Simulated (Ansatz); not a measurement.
The system is HfIn4SiO6.

```
Hf In Si O
1.0
     5.69867    0.00381    0.01559
    -0.70506    6.10815   -0.00575
    -2.73718   -1.39557    6.63076
Hf In Si O
1 4 1 6
Direct
  0.11793 0.01556 0.13292
  0.38842 0.99901 0.72891
  0.75865 0.00842 0.49586
  0.23461 0.48841 0.53300
  0.59649 0.48211 0.20528
  0.86778 0.44029 0.85544
  0.55316 0.38738 0.79290
  0.93454 0.38483 0.65596
  0.98414 0.26218 0.00347
  0.99083 0.69806 0.98452
  0.08665 0.06493 0.39374
  0.48680 0.10883 0.21799
```

The cell was built by a generator and needn't be a form met in nature.

* Program: Ansatz 0.2.0
* Task: relaxation of cell and atoms
* Functional: PBEsol
* Potentials or basis: Ansatz PAW
* Cutoff: 420 eV (not typed: the program's choice for these potentials)
* k mesh: 4 × 4 × 3
* Occupations: fermi-dirac, width 0.05 eV
* Spin: no spin polarisation

At the start: volume 19.25 Å³/atom.

**Question.** Where does the relaxation end?

**Answer.** It ends after 17 steps and the volume is 17.80 Å³/atom (-7.6 %); space group P1 (No. 1, to 0.05 Å).

The path:
| step | energy change (eV) | largest force (eV/Å) | volume (Å³) |
| --- | --- | --- | --- |
| 1 | 0.0000 | 0.2616 | 231.05 |
| 2 | -0.1289 | 0.3482 | 212.92 |
| 3 | -0.1564 | 0.1515 | 217.76 |
| 4 | -0.1620 | 0.1159 | 217.15 |
| 5 | -0.1779 | 0.2030 | 214.25 |
| 6 | -0.1819 | 0.1401 | 214.24 |
| 7 | -0.1842 | 0.0736 | 214.68 |
| 8 | -0.1856 | 0.0405 | 214.79 |
| 9 | -0.1867 | 0.0485 | 214.61 |
| 10 | -0.1868 | 0.0268 | 214.64 |
| 11 | -0.1870 | 0.0084 | 214.63 |
| 12 | -0.1635 | 0.0092 | 214.63 |
| 13 | -0.1665 | 0.0222 | 213.67 |
| 14 | -0.1667 | 0.0228 | 213.61 |
| 15 | -0.1668 | 0.0128 | 213.60 |
| 16 | -0.1669 | 0.0061 | 213.57 |
| 17 | -0.1646 | 0.0062 | 213.57 |

Final structure:
```
CELL_PARAMETERS angstrom
5.53933 -0.08823 0.12177
-0.78408 6.08141 -0.00694
-2.51368 -1.32986 6.29531
ATOMIC_POSITIONS crystal
Hf 0.12445 0.01790 0.11801
In 0.36555 0.99294 0.72381
In 0.75313 0.00304 0.49661
In 0.25336 0.48434 0.52858
In 0.64063 0.49065 0.26795
Si 0.85519 0.43953 0.85123
O 0.53644 0.37457 0.79466
O 0.91201 0.39393 0.63161
O 0.98445 0.26341 0.99508
O 0.97772 0.69780 0.98306
O 0.09370 0.07179 0.39504
O 0.50336 0.11009 0.21434
```

Caveat: the plane-wave basis is chosen anew once the cell has moved, so the energies of steps on either side of that aren't comparable; the pressure holds a Pulay correction of +0.4 GPa for the finite cutoff; the PAW data sets come from PBE, with cores solved anew for the run's functional, which leaves a small shift of forces and pressure.
